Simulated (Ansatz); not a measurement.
# CH₂Ga+ (triplet): wave-function methods side by side, cc-pVDZ

How much of the correlation energy of CH₂Ga+ (triplet) does each wave-function method recover here?

Program: Ansatz 0.2.0, Gaussian basis. Level of theory: cc-pVDZ, core rule «outside noble gas», up to 15 orbitals frozen. These are calculated values, not measurements.

To be run: UHF; CCSD(T) on ROHF; CCSD(T) on UHF; BCCD(T) on ROHF; CISD; CCSDT(Q) on ROHF; CCSDT(Q) on UHF.

26 further runs of the same task are left out: 4 for a known fault of the program, 8 that didn't finish, 14 set aside as unsound or not needed.

**1. The geometry**

The geometry is a PBE0/def2-TZVP stationary point (not a proven minimum) of the parent state, kept for this charge and spin. No spin-orbit coupling is included. The filled d shell of Ga may be among the frozen orbitals whatever the setting's name suggests; the logs give the count.

4 atoms, charge 1, spin multiplicity 3.

Atoms are counted from 1 here; the program's logs count them from 0.

Bond lengths: C1–Ga2 2.015 Å, C1–H3 1.094 Å, C1–H4 1.094 Å. Angles: Ga2–C1–H3 124.7°, Ga2–C1–H4 124.7°, H3–C1–H4 110.7°.

Coordinates:

```xyz
4

C     0.00000    0.00000    1.66247
Ga    0.00000    0.00000   -0.35244
H     0.00000   -0.89971    2.28466
H     0.00000    0.89971    2.28466
```

**2. UHF**

Input file in.yaml:

```yaml
crystal:
  periodic: [false, false, false]
  atoms:
    - {symbol: C, position_ang: [0.000000, 0.000000, 1.662466]}
    - {symbol: Ga, position_ang: [0.000000, 0.000000, -0.352437]}
    - {symbol: H, position_ang: [0.000000, -0.899709, 2.284663]}
    - {symbol: H, position_ang: [0.000000, 0.899710, 2.284663]}
basis:
  gaussian: {orbitals: cc-pVDZ}
total_charge: 1
magnetization: {spin_polarized: true, initial_magnetization: 2}
hamiltonian: {xc: hf}
output: {orbitals: {seedname: orbitals}}
```

The run is started by

```
> ansatz run in.yaml --threads 1 --pin off --events-out ev --progress --plain --max-ram 2393MiB
```

Further steps of the session: CCSD(T) on ROHF; CCSD(T) on UHF; BCCD(T) on ROHF; CISD; CCSDT(Q) on ROHF; CCSDT(Q) on UHF.

Before running them: what should the planned runs give, taken together? Wanted: UCCSDT(Q) below the RHF energy; RMP2 from UCCSDT(Q); UMP2 from UCCSDT(Q); RCCSD from UCCSDT(Q); RCCSD(T) from UCCSDT(Q); UCCSD(T) from UCCSDT(Q); RCCSDT(Q) from UCCSDT(Q); T1 diagnostic.

The runs gave:

| quantity | value |
| --- | --- |
| UCCSDT(Q) below the RHF energy | -4.8462 eV |
| RMP2 from UCCSDT(Q) | +83.2 kJ/mol |
| UMP2 from UCCSDT(Q) | +87.5 kJ/mol |
| RCCSD from UCCSDT(Q) | +16.4 kJ/mol |
| RCCSD(T) from UCCSDT(Q) | +3.9 kJ/mol |
| UCCSD(T) from UCCSDT(Q) | +3.0 kJ/mol |
| RCCSDT(Q) from UCCSDT(Q) | +1.0 kJ/mol |
| levels within 1 kcal/mol (43 meV) | RCCSD(T), UCCSD(T), BCCD(T), RCCSDT, UCCSDT, RCCSDT(Q) |
| T1 diagnostic | 0.031 |

**Reading.** RCCSD(T) lands +3.9 kJ/mol from the yardstick (0.8 % of the correlation energy). These misses are within one basis, not against nature; the frozen cores of restricted and unrestricted runs differ, which can shift their rows.
